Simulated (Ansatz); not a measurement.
# SiNi: the cost of one run

Program: Ansatz 0.2.0. Level of theory: DFT r2SCAN, scalar-relativistic, plane waves, PAW. These are calculated values, not measurements.

1 further run of the same task is left out (set aside as unsound or not needed).

### Step 1. The structure to begin with

The structure is orthorhombic, space group Pnma (No. 62). The conventional cell has a = 5.098 Å, b = 3.350 Å, c = 5.574 Å, α = 90.00°, β = 90.00°, γ = 90.00°. Si (site symmetry m) has 6 Ni at 2.26 to 2.39 Å as nearest neighbours. Around Ni (site symmetry m) lie 6 Si at 2.26 to 2.39 Å.

As a file:

```xyz
8
Lattice="5.0976 0.0000 0.0000 0.0000 3.3504 0.0000 0.0000 0.0000 5.5737" Properties=species:S:1:pos:R:3 pbc="T T T"
Si    1.6385    2.5128    0.4658
Si    0.9103    0.8376    3.2526
Si    4.1874    2.5128    2.3211
Si    3.4591    0.8376    5.1079
Ni    0.0396    0.8376    1.0540
Ni    2.5092    2.5128    3.8408
Ni    2.5884    0.8376    1.7328
Ni    5.0580    2.5128    4.5197
```

It is the result of an earlier relaxation at this level (volume 11.90 Å³/atom; gap on the mesh: none (metal)).

### Step 2. Bands, states and charges

Input file input.yaml:

```yaml
crystal:
  lattice:
    - [5.0976426524, 0.0, 0.0]
    - [0.0, 3.3504357541, 0.0]
    - [0.0, 0.0, 5.5736523049]
  atoms:
    - { symbol: Si, position: [0.3214316294, 0.75, 0.0835642327] }
    - { symbol: Si, position: [0.1785683706, 0.25, 0.5835642327] }
    - { symbol: Si, position: [0.8214316294, 0.75, 0.4164357673] }
    - { symbol: Si, position: [0.6785683706, 0.25, 0.9164357673] }
    - { symbol: Ni, position: [0.0077702264, 0.25, 0.1891015692] }
    - { symbol: Ni, position: [0.4922297736, 0.75, 0.6891015692] }
    - { symbol: Ni, position: [0.5077702264, 0.25, 0.3108984308] }
    - { symbol: Ni, position: [0.9922297736, 0.75, 0.8108984308] }
basis:
  ecutwfc: 500
kpoints:
  mp_grid: { grid: [8, 10, 6] }
  band_path:
    path:
      - [[0.0, 0.0, 0.0], [0.5, 0.0, 0.0], [0.5, 0.5, 0.0], [0.0, 0.5, 0.0], [0.0, 0.0, 0.0], [0.0, 0.0, 0.5], [0.5, 0.0, 0.5], [0.5, 0.5, 0.5], [0.0, 0.5, 0.5], [0.0, 0.0, 0.5]]
      - [[0.5, 0.0, 0.0], [0.5, 0.0, 0.5]]
      - [[0.0, 0.5, 0.0], [0.0, 0.5, 0.5]]
      - [[0.5, 0.5, 0.0], [0.5, 0.5, 0.5]]
    npoints: 14
hamiltonian:
  xc: r2scan
scf:
  occupations: { method: gaussian, width: 0.1 }
  n_extra_bands: 20
output:
  forces: true
  stress: true
  eigenvalues: true
  populations: true
  dos: { projected: true, de: 0.02, nscf_kmesh: { grid: [12, 15, 9] } }
  bader: true
  write_density: true
  write_potential: true
  elf: true
  volumetric_format: npy
```

Launch:

```console
ansatz run input.yaml --threads 2 --pin off --max-ram 5120MiB --backend cpu --events-out ev --progress --plain --runs-dir out
```

Q: Estimate wall time and peak memory on 2 threads of Intel Xeon at 2.50GHz (Skylake/Cascade Lake), shared host.

About 6 min, with a peak of 1.5 GiB.
